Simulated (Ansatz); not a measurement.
# Nb2SiB2: from a guess to a relaxed structure

The task: take a trial cell of Nb2SiB2 to zero force and stress.

Method: DFT PBE, scalar-relativistic, plane waves, PAW, in Ansatz 0.2.0.

## (1) The system as given

It takes space group I4/mmm (No. 139, tetragonal). Conventional cell: a = 3.622 Å, b = 3.622 Å, c = 9.098 Å, α = 90.00°, β = 90.00°, γ = 90.00°. Nb (site symmetry 4mm) has 1 Nb at 2.04 Å and 4 B at 2.20 Å and 4 Si at 2.76 Å as nearest neighbours. Around Si (site symmetry 4/mmm) lie 8 Nb at 2.76 Å. B (site symmetry -4m2) is surrounded by 4 Nb at 2.20 Å.

Coordinates:

```
CELL_PARAMETERS angstrom
-1.81107 1.81107 4.54913
1.81107 -1.81107 4.54913
1.81107 1.81107 -4.54913
ATOMIC_POSITIONS crystal
Nb 0.38814 0.38814 0.00000
Nb 0.61186 0.61186 0.00000
Si 0.00000 0.00000 0.00000
B 0.75000 0.25000 0.50000
B 0.25000 0.75000 0.50000
```

The cell is invented: species swapped into a database cell of LaAg2Ge2 (I4/mmm, No. 139), with Si on the La sites, B on the Ag sites and Nb on the Ge sites. Its size is a rough estimate.

## (2) The guess as it stands, on a coarse mesh

File input.yaml:

```yaml
crystal:
  lattice:
    - [-1.8110683, 1.8110683, 4.54912554]
    - [1.8110683, -1.8110683, 4.54912554]
    - [1.8110683, 1.8110683, -4.54912554]
  atoms:
    - { symbol: Nb, position: [0.38813582, 0.38813582, 0.0] }
    - { symbol: Nb, position: [0.61186418, 0.61186418, 0.0] }
    - { symbol: Si, position: [0.0, 0.0, 0.0] }
    - { symbol: B, position: [0.75, 0.25, 0.5] }
    - { symbol: B, position: [0.25, 0.75, 0.5] }
basis:
  ecutwfc: 420
kpoints:
  mp_grid: { grid: [6, 6, 6] }
hamiltonian:
  xc: pbe
scf:
  occupations: { method: gaussian, width: 0.1 }
  lower_state_search: "off"
output:
  forces: true
  stress: true
  eigenvalues: true
```

Launch:

```sh
$ ansatz run input.yaml --threads 1 --pin off --max-ram 2560MiB --backend cpu --events-out ev --progress --plain --runs-dir out
```

Further runs follow: rough relaxation on the coarse mesh; spin check on a coarse mesh; relaxation on the finer mesh.

What does the calculation give? Wanted: conventional cell; volume; energy over the elements; gap on the mesh.

As calculated:

| quantity | value |
| --- | --- |
| symmetry at the end (tolerance 0.05 Å) | space group I4/mmm (No. 139) |
| conventional cell | a = 2.897 Å, b = 2.897 Å, c = 14.925 Å, α = 90.00°, β = 90.00°, γ = 90.00° |
| volume | 12.52 Å³/atom |
| energy over the elements | -0.04 eV/atom |
| gap on the mesh | none (metal) |

What this shows: The space group I4/mmm (No. 139) is kept, and the volume per atom grows by 4.9 % from the first guess. The formation energy of this structure is too near zero to say whether it is bound against the elements. No finished test with a distortion of lower symmetry is shown, so the end may be a saddle point. Other magnetic orders were not searched.
